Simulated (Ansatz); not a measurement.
# Ga5In: the cost of one run

Program: Ansatz 0.2.0, Gaussian basis. Level of theory: RKS PBE0-D4/def2-TZVP. These are calculated values, not measurements.

The runs, in order: a single point at PBE0-D4/def2-TZVP; harmonic vibrations at PBE-D4/def2-SVP.

6 further runs of the same task are left out: 3 that didn't finish, 3 set aside as unsound or not needed.

**1. The structure**

The geometry is that of the singlet, from an earlier relaxation (PBE-D4/def2-SVP). At that level it is the lowest of the isomers that a small search found.

6 atoms, charge 0, spin multiplicity 1.

Atoms are counted from 1 here; the program's logs count them from 0.

Bond lengths: Ga1–Ga3 2.554 Å, Ga1–Ga4 2.575 Å, Ga1–In6 2.801 Å, Ga2–Ga4 2.520 Å, Ga2–In6 2.796 Å, Ga3–Ga5 2.552 Å, Ga4–Ga5 2.561 Å. Angles: Ga3–Ga1–Ga4 86.0°, Ga3–Ga1–In6 80.7°, Ga4–Ga1–In6 88.7°, Ga4–Ga2–In6 90.0°, Ga1–Ga3–Ga5 93.9°, Ga1–Ga4–Ga2 96.1°, Ga1–Ga4–Ga5 93.2°, Ga2–Ga4–Ga5 74.3°, Ga3–Ga5–Ga4 86.3°, Ga1–In6–Ga2 85.2°.

In takes a core potential in the def2 sets. No spin-orbit coupling is included.

Bonds by kind at the end (by distance):

```tsv
bond	count	shortest (Å)	longest (Å)
Ga–Ga	5	2.520	2.575
Ga–In	2	2.796	2.801
```

**2. Single point, PBE0-D4/def2-TZVP**

start.molden holds the orbitals of an earlier run on this state, given as this run's starting guess.

in.yaml reads:

```yaml
crystal:
  periodic: [false, false, false]
  atoms:
    - {symbol: Ga, position_ang: [-0.474075, 1.882323, -0.078347]}
    - {symbol: Ga, position_ang: [-0.949067, -1.731671, 0.956459]}
    - {symbol: Ga, position_ang: [1.831830, 0.955331, -0.667398]}
    - {symbol: Ga, position_ang: [-1.407677, -0.303339, -1.068987]}
    - {symbol: Ga, position_ang: [0.922244, -1.301668, -1.436290]}
    - {symbol: In, position_ang: [0.076746, 0.499024, 2.294562]}
basis:
  gaussian: {orbitals: def2-TZVP, initial_orbitals: start.molden}
hamiltonian: {xc: pbe0, dispersion: d4}
scf: {omitted_lower_state_checks: [starts]}
output: {orbitals: {seedname: orbitals}}
```

Command:

```console
$ ansatz run in.yaml --threads 4 --pin off --events-out ev --progress --plain --max-ram 4787MiB
```

Q: Estimate wall time and peak memory on 4 threads of Arm Neoverse V2, shared host.

About 27 s, with a peak of 1.8 GiB.
